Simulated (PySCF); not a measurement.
# [Pm(NH2)4]−: other functionals and bases at one geometry

How far do other levels of theory move the description of [Pm(NH2)4]−, and what does each cost? The species was built from a template and needn't be a known compound.

Computed with PySCF 2.14.0. Level: several levels, as the steps say, no spin–orbit coupling.

1 further run of the same task is left out (for a known fault of the program).

### 1 The starting structure

13 atoms, charge -1, spin multiplicity 1.

Bond lengths: Pm1–N2 2.321 Å, Pm1–N5 2.321 Å, Pm1–N8 2.321 Å, Pm1–N11 2.321 Å, N2–H3 1.022 Å, N2–H4 1.021 Å, N5–H6 1.021 Å, N5–H7 1.022 Å, N8–H9 1.021 Å, N8–H10 1.022 Å, N11–H12 1.022 Å, N11–H13 1.021 Å. Angles: N2–Pm1–N5 111.0°, N2–Pm1–N8 106.5°, N2–Pm1–N11 111.0°, N5–Pm1–N8 111.0°, N5–Pm1–N11 106.5°, N8–Pm1–N11 111.0°, Pm1–N2–H3 123.5°, Pm1–N2–H4 131.1°, H3–N2–H4 105.2°, Pm1–N5–H6 131.1°, Pm1–N5–H7 123.5°, H6–N5–H7 105.2°, Pm1–N8–H9 131.1°, Pm1–N8–H10 123.5°, H9–N8–H10 105.2°, Pm1–N11–H12 123.5°, Pm1–N11–H13 131.1°, H12–N11–H13 105.2°.

Geometry (Å):

```
atom     x (Å)     y (Å)     z (Å)
 Pm1  -0.00007   0.00000   0.00000
  N2   1.38946   1.36628   1.26117
  H3   2.25385   1.04145   1.69958
  H4   1.35564   2.36960   1.44562
  N5  -1.38962  -1.26111   1.36633
  H6  -1.35589  -1.44548   2.36953
  H7  -2.25340  -1.70018   1.04134
  N8   1.38946  -1.36628  -1.26117
  H9   1.35564  -2.36960  -1.44562
 H10   2.25385  -1.04145  -1.69958
 N11  -1.38962   1.26111  -1.36633
 H12  -2.25340   1.70018  -1.04134
 H13  -1.35589   1.44548  -2.36953
```

Formal oxidation states: Pm +3. Each metal's 4 4f electrons lie in its core potential, so multiplicities, spins and levels count the valence alone. An earlier session relaxed this geometry at PBE0, Pm lcecp-1-SVP with ECP50, N def2-SVP, H def2-SVP (singlet, point group S4).

At PBE0 on the finer grid: E = -257.630722 Eh, HOMO -1.12 eV, LUMO 3.73 eV, Mulliken charge on Pm1 +0.68 e, largest force component 0.004 eV/Å. 

Levels to run: r2SCAN; TPSS. Hardware: 2 threads of Arm Neoverse V2, shared host.

### 2 r2SCAN

File run.py (the lines that set the calculation):

```python
mol = gto.M(atom='''
Pm    -0.00007     0.00000     0.00000
N      1.38946     1.36628     1.26117
H      2.25385     1.04145     1.69958
H      1.35564     2.36960     1.44562
N     -1.38962    -1.26111     1.36633
H     -1.35589    -1.44548     2.36953
H     -2.25340    -1.70018     1.04134
N      1.38946    -1.36628    -1.26117
H      1.35564    -2.36960    -1.44562
H      2.25385    -1.04145    -1.69958
N     -1.38962     1.26111    -1.36633
H     -2.25340     1.70018    -1.04134
H     -1.35589     1.44548    -2.36953''',
    basis={'Pm': 'lcecp-1-SVP', 'N': 'def2-SVP', 'H': 'def2-SVP'},
    ecp={'Pm': 'lcecp-1-SVP'},
    charge=-1, spin=0)
mf = dft.RKS(mol, xc='R2SCAN')
mf.grids.atom_grid = (75, 302)  # f atoms: unpruned, at least (60, 302)
mf = mf.density_fit()  # fitting sets: Pm AutoAux, N def2-universal-JKFIT, H def2-universal-JKFIT
mf.conv_tol = 1e-08; mf.max_cycle = 55
mf.kernel(dm0)  # dm0: the density of the relaxed state
```

Run with:

```console
$ OMP_NUM_THREADS=2 python run.py
```

### 3 TPSS

Edit run.py (the lines that set the calculation) of step 2 so:

```diff
@@ -17,3 +17,3 @@
     charge=-1, spin=0)
-mf = dft.RKS(mol, xc='R2SCAN')
+mf = dft.RKS(mol, xc='TPSS')
 mf.grids.atom_grid = (75, 302)  # f atoms: unpruned, at least (60, 302)
```

Before running it: what results should come out? Wanted: for each run, HOMO; gap; charge on Pm1; dipole; largest force.

The runs gave:

| level | state | HOMO (eV) | gap (eV) | charge on Pm1 (e) | dipole (D) | largest force (eV/Å) | basis functions | time |
| --- | --- | --- | --- | --- | --- | --- | --- | --- |
| PBE0 (relaxed here) | singlet | -1.12 | 4.85 | 0.68 | 0.00 | 0.00 | 129 | 38 s |
| r2SCAN | singlet | -0.03 | 3.70 | 0.63 | 0.00 | 0.09 | 129 | 18 s |
| TPSS | singlet | 0.20 | 3.15 | 0.57 | 0.00 | 0.35 | 129 | 18 s |

Times are on 2 threads of Arm Neoverse V2, shared host; the first row also made further properties. The dipole of a charged species depends on the origin, so these sizes hold for this origin alone.

In one basis the HOMO–LUMO gap runs from 3.15 eV (TPSS) to 4.85 eV (PBE0). The largest leftover force, 0.35 eV/Å with TPSS, stands at a geometry relaxed at another level. The Mulliken charge on Pm spans +0.57 to +0.68 e over the levels. With 4f in the core, its levels are missing from HOMO and gap. Total energies of different levels can't be compared. Spin–orbit coupling is left out throughout.
